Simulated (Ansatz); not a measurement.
# Ga3Sn: the cost of one run

Computed with Ansatz 0.2.0, driven from Python. The levels of theory stand in the script.

**1. The system**

Symmetry: Fm-3m, No. 225, cubic system. Conventional cell: a = 6.933 Å, b = 6.933 Å, c = 6.933 Å, α = 90.00°, β = 90.00°, γ = 90.00°. Ga (site symmetry -43m) has 4 Ga at 3.00 Å and 4 Sn at 3.00 Å as nearest neighbours. Ga (site symmetry m-3m) is surrounded by 8 Ga at 3.00 Å. Sn (site symmetry m-3m) is surrounded by 8 Ga at 3.00 Å.

The script reads ga3sn.xyz:

```xyz
4
Lattice="0.0 3.46662954 3.46662954 3.46662954 0.0 3.46662954 3.46662954 3.46662954 0.0" Properties=species:S:1:pos:R:3 pbc="T T T"
Ga    1.73331477    1.73331477    1.73331477
Ga    5.19994431    5.19994431    5.19994431
Ga    3.46662954    3.46662954    3.46662954
Sn    0.00000000    0.00000000    0.00000000
```

**2. Script**

Input file run_paw_lapw.py:

```python
"""PAW against all-electron LAPW for Ga3Sn."""

from dataclasses import dataclass

import ansatz as az
import numpy as np


@dataclass(frozen=True)
class Options:
    xc: str = "PBEsol"
    kmesh: tuple[int, ...] = (6, 6, 6)
    smearing_width: float = 0.1
    max_scf: int = 200


settings = Options()


def count_gap(report):
    # lowest empty less highest filled band, counting bands; zero where they overlap
    return max(report.get("gap_by_band_count_ev") or 0.0, 0.0)

crystal = az.Crystal.from_extxyz("ga3sn.xyz")

base = (
    crystal.calculation()
    .functional(settings.xc)
    .kpoints(*settings.kmesh, center="gamma")
    .occupations(az.OccupationsMethod.FERMI_DIRAC, width=settings.smearing_width)
    .scf(max_iterations=settings.max_scf, lower_state_search="standard")
    .stress()
    .forces()
    .band_table()
)
variants = {
    "PAW": base.pseudopotentials("paw"),
    "LAPW": base.pseudopotentials("all_electron", lapw=True),
}
# totals differ by the cores that each treatment holds, so compare what does not depend on them
rows = []
for label, variant in variants.items():
    summary = variant.run(threads=1, backend="cpu").report
    levels = np.array(summary["eigenvalues_ev"][0]) - summary["fermi_energy_ev"]
    print(label, "levels at the first k-point near E_F:", np.round(levels[np.abs(levels) < 5], 3))
    rows.append((label, summary["n_electrons"], np.trace(summary["stress_gpa"]) / 3, count_gap(summary)))
print("     treatment  electrons in bands           P GPa  gap by band count eV")
for row in rows:
    print(f"{str(row[0]):>14s}  {row[1]:18.1f}  {row[2]:14.3f}  {row[3]:20.3f}")
```

**3. The input behind the calls**

The package turns the script's settings into the engine's input (first run):

```yaml
crystal:
  lattice:
    - [0.0, 3.46662954, 3.46662954]
    - [3.46662954, 0.0, 3.46662954]
    - [3.46662954, 3.46662954, 0.0]
  atoms:
    - { symbol: Ga, position: [0.25, 0.25, 0.25] }
    - { symbol: Ga, position: [0.75, 0.75, 0.75] }
    - { symbol: Ga, position: [0.5, 0.5, 0.5] }
    - { symbol: Sn, position: [0.0, 0.0, 0.0] }
kpoints:
  mp_grid:
    grid: [6, 6, 6]
    shift: [0.0, 0.0, 0.0]
hamiltonian:
  xc: pbesol
  pseudopotentials:
    kind: paw
scf:
  max_iter: 200
  lower_state_search: standard
  occupations:
    method: fermi_dirac
    width: 0.1
output:
  forces: true
  stress: true
  eigenvalues: true
```

**4. Running it**

Started as:

```bash
> python run_paw_lapw.py
```

What time and memory should one allow on 1 thread of Arm Neoverse V1, shared host?

About 27 s, with a peak of 0.57 GiB.
